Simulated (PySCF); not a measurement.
# C₈H₁₁Si radical: geometry, EPR parameters

What EPR parameters should C₈H₁₁Si radical (`[H]/[C]=C/[Si](C=C)(C=C)C=C`) show?

Computed with PySCF 2.14.0, with density-fitted response routines of our own, on a single molecule in the gas phase. Atoms are numbered from 0 throughout.

### Step 1. Starting geometry

20 atoms, charge 0, multiplicity 2; geometry from: GFN2-xTB.

Bonds of the start (Å): C0–C1 1.28, C1–Si2 1.93, Si2–C3 1.89, C3–C4 1.32, Si2–C5 1.89, C5–C6 1.32, Si2–C7 1.89, C7–C8 1.32, C0–H9 1.06, C1–H10 1.09, C3–H11 1.08, C4–H12 1.08, C4–H13 1.08, C5–H14 1.08, C6–H15 1.08, C6–H16 1.08, C7–H17 1.08, C8–H18 1.08, C8–H19 1.08.

### Step 2. Optimising the geometry at PBE0-D3(BJ)/def2-SVP

What the job is given:

```
{"job": {"xc": "PBE0", "basis": "def2-SVP", "d3": "d3bj", "grid": 1, "kind": "geom"}, "charge": 0, "multiplicity": 2}
C     -0.532090     3.011500     0.504050
C     -0.987660     1.971910    -0.093710
Si     0.026640     0.334500    -0.052210
C     -0.696880    -0.884600    -1.301470
C     -1.859790    -1.503500    -1.162180
C     -0.062650    -0.330690     1.715840
C     -0.350590    -1.578350     2.052580
C      1.811180     0.765620    -0.501140
C      2.687920    -0.087880    -1.005620
H     -0.713400     4.030910     0.743560
H     -1.934450     1.903790    -0.634370
H     -0.123550    -1.071500    -2.201770
H     -2.247160    -2.186500    -1.903960
H     -2.479640    -1.358770    -0.291570
H      0.147660     0.381240     2.505030
H     -0.386010    -1.909300     3.079970
H     -0.566540    -2.328690     1.309210
H      2.125750     1.785800    -0.318970
H      2.428000    -1.115220    -1.203800
H      3.702970     0.191080    -1.245550
```

Standard output:

```text
step   0  E = -599.98861213  max force = 0.036538
step   1  E = -599.99308751  max force = 0.007686
step   2  E = -599.99337130  max force = 0.004539
step   3  E = -599.99373988  max force = 0.001025
step   4  E = -599.99381294  max force = 0.000673
step   5  E = -599.99386359  max force = 0.000909
step   6  E = -599.99396957  max force = 0.001532
step   7  E = -599.99430987  max force = 0.004226
step   8  E = -599.99458071  max force = 0.003509
step   9  E = -599.99479708  max force = 0.000901
step  10  E = -599.99483524  max force = 0.000625
step  11  E = -599.99487589  max force = 0.001042
step  12  E = -599.99493264  max force = 0.001111
step  13  E = -599.99497906  max force = 0.000969
step  14  E = -599.99502959  max force = 0.001252
step  15  E = -599.99507698  max force = 0.000793
step  16  E = -599.99510808  max force = 0.000538
step  17  E = -599.99512705  max force = 0.000641
step  18  E = -599.99515044  max force = 0.000631
step  19  E = -599.99520826  max force = 0.000958
step  20  E = -599.99529097  max force = 0.001102
step  21  E = -599.99565582  max force = 0.002977
step  22  E = -599.99575816  max force = 0.001870
step  23  E = -599.99585633  max force = 0.000763
step  24  E = -599.99592782  max force = 0.001079
step  25  E = -599.99603990  max force = 0.001429
step  26  E = -599.99642379  max force = 0.004383
step  27  E = -599.99666026  max force = 0.003977
step  28  E = -599.99720762  max force = 0.001576
step  29  E = -599.99767145  max force = 0.001249
step  30  E = -599.99777229  max force = 0.001263
step  31  E = -599.99786850  max force = 0.000855
step  32  E = -599.99796180  max force = 0.001145
step  33  E = -599.99803121  max force = 0.001475
step  34  E = -599.99805772  max force = 0.000589
step  35  E = -599.99806969  max force = 0.000242
optimisation converged
```

Wall time 25 min (1 thread, shared host).

Along the way: (not every step is listed)

| step | energy from step 0 (eV) | largest force component (eV/Å) |
| --- | --- | --- |
| 0 | 0.0000 | 1.8789 |
| 1 | -0.1218 | 0.3952 |
| 2 | -0.1295 | 0.2334 |
| 3 | -0.1395 | 0.0527 |
| 4 | -0.1415 | 0.0346 |
| 5 | -0.1429 | 0.0467 |
| 6 | -0.1458 | 0.0788 |
| 7 | -0.1550 | 0.2173 |
| 8 | -0.1624 | 0.1804 |
| 10 | -0.1693 | 0.0321 |
| 12 | -0.1720 | 0.0571 |
| 14 | -0.1746 | 0.0644 |
| 16 | -0.1768 | 0.0277 |
| 18 | -0.1779 | 0.0324 |
| 20 | -0.1817 | 0.0567 |
| 22 | -0.1945 | 0.0962 |
| 24 | -0.1991 | 0.0555 |
| 26 | -0.2126 | 0.2254 |
| 28 | -0.2339 | 0.0810 |
| 30 | -0.2493 | 0.0649 |
| 31 | -0.2519 | 0.0440 |
| 32 | -0.2544 | 0.0589 |
| 33 | -0.2563 | 0.0758 |
| 34 | -0.2570 | 0.0303 |
| 35 | -0.2574 | 0.0124 |

Close pairs (by a distance rule), those that changed most:

```csv
bond,before (Å),after (Å),change (Å)
C1–Si2,1.927,1.885,-0.042
C0–H9,1.063,1.092,+0.029
C0–C1,1.283,1.312,+0.029
Si2–C7,1.890,1.871,-0.019
C8–H18,1.078,1.096,+0.018
C6–H16,1.078,1.096,+0.018
C4–H13,1.078,1.096,+0.018
C8–H19,1.080,1.096,+0.017
```

The end geometry stands in the next job.

```
                         at the end point                value
  point group (found at 0.08 Å tolerance)                   C1
rotational constants (GHz, main isotopes)  1.348, 1.071, 1.063
                        dipole moment (D)                 0.44
                                     ⟨S²⟩                0.765
```

### Step 3. g tensor and hyperfine couplings: B3LYP/IGLO-III+pcH-1

What the job is given:

```
{"job": {"kind": "epr"}, "charge": 0, "multiplicity": 2}
C     -0.331037     3.173494    -0.352968
C     -1.018660     2.084367    -0.102749
Si    -0.231857     0.373617    -0.018311
C     -0.933456    -0.689250    -1.393945
C     -1.384557    -1.936220    -1.211901
C     -0.655363    -0.401152     1.635764
C      0.236068    -1.042380     2.400893
C      1.622190     0.534021    -0.207327
C      2.362731    -0.303230    -0.942766
H     -0.495804     4.247427    -0.463496
H     -2.111101     2.157065     0.063981
H     -0.957742    -0.269353    -2.408912
H     -1.775546    -2.543202    -2.036798
H     -1.381126    -2.406720    -0.221653
H     -1.691880    -0.336980     1.995214
H     -0.035764    -1.495126     3.361508
H      1.284686    -1.140698     2.096566
H      2.128217     1.349198     0.327010
H      1.908881    -1.132448    -1.498255
H      3.450831    -0.201079    -1.027934
```

Level: UKS B3LYP, IGLO-III on C Si, pcH-1 on H, non-relativistic, mean-field spin-orbit, GIAO.

Standard output:

```text
UKS, coarse grid
  cycle   1  E = -600.86440455  |g| = 4.43e-01
  cycle   2  E = -600.82411698  |g| = 5.16e-01
  cycle   3  E = -600.96009735  |g| = 1.04e-01
  cycle   4  E = -600.96461890  |g| = 5.32e-02
  cycle   5  E = -600.96617621  |g| = 8.50e-03
  cycle   6  E = -600.96622576  |g| = 4.54e-03
  cycle   7  E = -600.96624955  |g| = 2.70e-03
  cycle   8  E = -600.96625775  |g| = 1.32e-03
  cycle   9  E = -600.96626214  |g| = 5.61e-04
UKS, final grid
  cycle   1  E = -600.96622365  |g| = 6.35e-04
  cycle   2  E = -600.96622347  |g| = 1.01e-03
  cycle   3  E = -600.96622404  |g| = 1.98e-04
  cycle   4  E = -600.96622409  |g| = 1.17e-04
  cycle   5  E = -600.96622414  |g| = 7.55e-05
  cycle   6  E = -600.96622414  |g| = 2.56e-05
E = -600.96622414 Eh   <S^2> = 0.7593 (exact 0.7500)
g shifts (ppm)      1          2          3
  rmc          -147       -147       -147
  gc             26         15         29
  oz_so        -799          9        465
  total        -920       -122        347
hyperfine (MHz)  atom isotope    a_iso     a_fc   dipolar eigenvalues
    0   13C     319.07     319.25    -77.21    -55.57    132.79
    1   13C      20.62      20.63    -17.78      4.42     13.36
    2  29Si     -68.80     -68.91    -14.33      7.02      7.31
    3   13C      -0.75      -0.75     -0.37     -0.26      0.63
    4   13C       0.88       0.88     -0.21     -0.07      0.28
    5   13C      -0.12      -0.12     -0.57     -0.31      0.88
    6   13C       0.63       0.63     -0.40      0.01      0.39
    7   13C      -0.55      -0.55     -1.04     -0.09      1.12
    8   13C      -0.20      -0.21     -0.40     -0.16      0.56
    9    1H      69.68      69.68    -30.10     -7.38     37.48
   10    1H     206.38     206.39     -4.33     -2.24      6.57
   11    1H      -0.11      -0.11     -1.06     -1.00      2.06
   12    1H       0.66       0.66     -0.36     -0.33      0.70
   13    1H       0.24       0.24     -0.48     -0.41      0.90
   14    1H       0.03       0.03     -0.99     -0.64      1.63
   15    1H       0.69       0.69     -0.46     -0.38      0.84
   16    1H       0.26       0.26     -0.66     -0.37      1.03
   17    1H       1.65       1.64     -3.44     -2.57      6.01
   18    1H       0.91       0.91     -0.79     -0.61      1.40
   19    1H       0.59       0.59     -0.75     -0.58      1.33
```

Wall time 5.7 min (1 thread, shared host).

Principal g values 2.00140, 2.00220, 2.00267; g(iso) = 2.00209, against 2.00232 for a free electron.

Hyperfine couplings; where a row names several nuclei, a(iso) is their mean (it holds for fast rotation or exchange) and the dipolar term the largest among them:

```csv
nuclei,isotope,a(iso) (MHz),"a(iso) (G, at g = 2.0023)",largest dipolar term (MHz)
C0,13C,319.1,113.9,132.8
H10,1H,206.4,73.6,6.6
H9,1H,69.7,24.9,37.5
Si2,29Si,-68.8,-24.5,-14.3
C1,13C,20.6,7.4,-17.8
"H12, H15, H19",1H,0.6,0.2,1.3
"H11, H14, H17",1H,0.5,0.2,6.0
"C3, C5, C7",13C,-0.5,-0.2,1.1
"H13, H16, H18",1H,0.5,0.2,1.4
"C4, C6, C8",13C,0.4,0.2,0.6
```

Mulliken spin populations:

C0 0.97; C1 -0.13; Si2 0.03; C3 0.00; C4 0.00; C5 0.00; C6 0.00; C7 0.00; C8 0.00; H9 0.02; H10 0.10; H11 0.00; H12 0.00; H13 0.00; H14 0.00; H15 0.00; H16 0.00; H17 0.00; H18 0.00; H19 0.00

In first order the couplings over 0.8 MHz of 1H give 4 distinct lines over 98.5 G, if the averaged nuclei exchange fast.

### Step 4. What came out

| quantity | value |
| --- | --- |
| point group | C1 |
| rotational constants (main isotopes) | 1.35, 1.07, 1.06 GHz |
| g(iso) (B3LYP) | 2.00209 |
| ⟨S²⟩ | 0.759 (exact 0.75) |
| largest a(iso) (averaged by class) | 13C on C0, 319.1 MHz |

Relaxing lowered the energy by 0.257 eV in 35 steps; the close pair that moved most is C1–Si2, from 1.927 to 1.885 Å. Most of the unpaired spin sits on C0 (0.97 e). The isotropic g lies 0.2 ppt below the free-electron value.
